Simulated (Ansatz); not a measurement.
# CH7ClOSi2: small, medium and large basis sets

How large a basis does CH7ClOSi2 need? Two functionals are run in growing sets.

Program: Ansatz 0.2.0, Gaussian basis. Level of theory: one geometry, several basis sets. These are calculated values, not measurements.

Levels to be run: PBE0-D4/def2-SVP; ωB97M-V/def2-SVP; PBE0-D4/def2-QZVPP; ωB97M-V/def2-QZVPP; the functionals' def2-TZVPP values are taken from earlier runs.

## (1) The geometry

The geometry comes from an earlier relaxation with PBE0-D4 in a triple-zeta def2 set; it is a stationary point, not always the lowest conformer.

SMILES `C[Si](O)([SiH3])Cl`, 12 atoms, charge 0, spin multiplicity 1.

Atoms are counted from 1 here; the program's logs count them from 0.

Bond lengths: C1–Si2 1.859 Å, C1–H6 1.092 Å, C1–H7 1.093 Å, C1–H8 1.093 Å, Si2–O3 1.642 Å, Si2–Si4 2.338 Å, Si2–Cl5 2.077 Å, O3–H9 0.959 Å, Si4–H10 1.488 Å, Si4–H11 1.488 Å, Si4–H12 1.485 Å. Angles: Si2–C1–H6 110.6°, Si2–C1–H7 110.7°, Si2–C1–H8 110.3°, H6–C1–H7 108.0°, H6–C1–H8 108.6°, H7–C1–H8 108.5°, C1–Si2–O3 112.3°, C1–Si2–Si4 114.8°, C1–Si2–Cl5 106.4°, O3–Si2–Si4 106.3°, O3–Si2–Cl5 109.1°, Si4–Si2–Cl5 107.8°, Si2–O3–H9 118.4°, Si2–Si4–H10 110.5°, Si2–Si4–H11 109.0°, Si2–Si4–H12 110.2°, H10–Si4–H11 108.5°, H10–Si4–H12 109.3° and more.

## (2) PBE0-D4 in def2-SVP

in.yaml

```yaml
crystal:
  periodic: [false, false, false]
  atoms:
    - {symbol: C, position_ang: [-1.213070, 1.191472, -0.342298]}
    - {symbol: Si, position_ang: [0.423960, 0.319900, -0.219634]}
    - {symbol: O, position_ang: [1.028181, -0.081370, -1.693157]}
    - {symbol: Si, position_ang: [0.391586, -1.651662, 1.036616]}
    - {symbol: Cl, position_ang: [1.724413, 1.644455, 0.711995]}
    - {symbol: H, position_ang: [-1.591917, 1.439819, 0.651701]}
    - {symbol: H, position_ang: [-1.114276, 2.122019, -0.907864]}
    - {symbol: H, position_ang: [-1.945638, 0.555086, -0.845308]}
    - {symbol: H, position_ang: [1.239001, 0.625037, -2.306999]}
    - {symbol: H, position_ang: [-0.513507, -2.653856, 0.410873]}
    - {symbol: H, position_ang: [-0.112418, -1.346651, 2.402862]}
    - {symbol: H, position_ang: [1.760685, -2.219548, 1.135212]}
basis:
  gaussian: {orbitals: def2-SVP}
hamiltonian: {xc: pbe0, dispersion: d4}
output: {orbitals: {seedname: orbitals}}
```

The run is started by

```sh
$ ansatz run in.yaml --threads 4 --pin off --events-out ev --progress --plain --max-ram 10444MiB
```

The runs that follow: ωB97M-V in def2-SVP; PBE0-D4 in def2-QZVPP; ωB97M-V in def2-QZVPP.

Before running them: what should the planned runs give, taken together? Wanted: PBE0-D4: double and triple zeta above quadruple; ωB97M-V: double and triple zeta above quadruple.

The runs gave:

| quantity | value |
| --- | --- |
| PBE0-D4: double and triple zeta above quadruple | 14.98, 1.09 eV |
| ωB97M-V: double and triple zeta above quadruple | 15.05, 1.04 eV |

In words: PBE0-D4 gains 13.88 eV from double to triple zeta, then 1.09 eV more. These are total energies; as a rule much of such shifts cancels in differences, which this series doesn't test. The LUMO of ωB97M-V is positive and keeps falling with the basis (2.28 to 1.31 eV): an unbound level that the basis holds in place.
